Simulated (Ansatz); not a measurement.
Working through a convergence test of the k-point mesh of PbF2, space group Fm-3m

With Ansatz 0.2.0 through its Python package.

The cells in order, each with its output:

```python
import warnings

import ansatz as az
import pandas as pd
```

```python
warnings.simplefilter("ignore", az.DeckWarning)
```

```python
cell = (
    az.Lattice.of([0.0, 2.96366, 2.96366], [2.96366, 0.0, 2.96366], [2.96366, 2.96366, 0.0])
    .atom("Pb", [0.0, 0.0, 0.0])
    .atom("F", [0.25, 0.25, 0.25])
    .atom("F", [0.75, 0.75, 0.75])
)
```

```python
[site.symbol for site in cell.resolved().sites]
```

    ['Pb', 'F', 'F']

```python
calculation = (
    cell.calculation()
    .functional("pbe")
    .pseudopotentials("paw")
    .basis(31 * az.Ry)
    .occupations("fixed")
    .band_table()
)
```

```python
rows = []
for value in [(2, 2, 2), (3, 3, 3), (4, 4, 4), (5, 5, 5), (7, 7, 7), (8, 8, 8)]:
    data = calculation.kpoints(mesh=value).run(threads=1, pin="off").report
    rows.append((value, data["free_energy_ev"] / len(data["lattice"]["sites"]), data["n_iterations"], data["gap_by_band_count_ev"], data["n_kpoints"]))
```

    

```python
table = pd.DataFrame(rows, columns=["mesh", "F/atom (eV)", "iterations", "gap by band count (eV)", "k-points"])
table.round(5)
```

            mesh  F/atom (eV)  iterations  gap by band count (eV)  k-points
    0  (2, 2, 2)  -4508.20641           6                 4.44570         3
    1  (3, 3, 3)  -4508.23197           6                 4.68505         4
    2  (4, 4, 4)  -4508.23223           6                 4.41924         8
    3  (5, 5, 5)  -4508.23229           6                 4.53647        10
    4  (7, 7, 7)  -4508.23230           6                 4.46337        20
    5  (8, 8, 8)  -4508.23233           6                 4.41929        29

```python
# the last row is the reference
for row in rows[:-1]:
    shift = 1000 * (row[1] - rows[-1][1])
    print(f"{row[0]}: {shift:+.2f} meV/atom" + ("  (within 5 meV)" if abs(shift) < 5 else ""))
```

    (2, 2, 2): +25.92 meV/atom
    (3, 3, 3): +0.36 meV/atom  (within 5 meV)
    (4, 4, 4): +0.10 meV/atom  (within 5 meV)
    (5, 5, 5): +0.04 meV/atom  (within 5 meV)
    (7, 7, 7): +0.03 meV/atom  (within 5 meV)

From 3×3×3 on it stays within 5 meV an atom of the value at 8×8×8; the first row (2×2×2) is off by 25.9 meV and the last but one by 0.03 meV.

Notes:
- Along an axis with an odd division the mesh misses the point at one half; a gap read on a finite mesh is an upper bound on this functional's gap.
- Spin-orbit coupling, left out here, can change this gap by several tenths of an eV, and inverted bands can meet off the mesh.
- Of the deposited cell: the entry's cell lengths or inner coordinates differ somewhat from later room-temperature determinations.
- The starting cell is as deposited in a crystallographic database; the results hold for this polymorph, which needn't be the stable one.
- Levels are Kohn-Sham eigenvalues on this mesh, without spin-orbit coupling.
- Shifts are counted from the finest mesh, which is itself no proven limit.
- Finished in 4.6 s on 1 thread of Arm Neoverse V1, on a shared host, peak memory 0.4 GiB.

(Lines on the test bed's own set-up are left out of the output.)
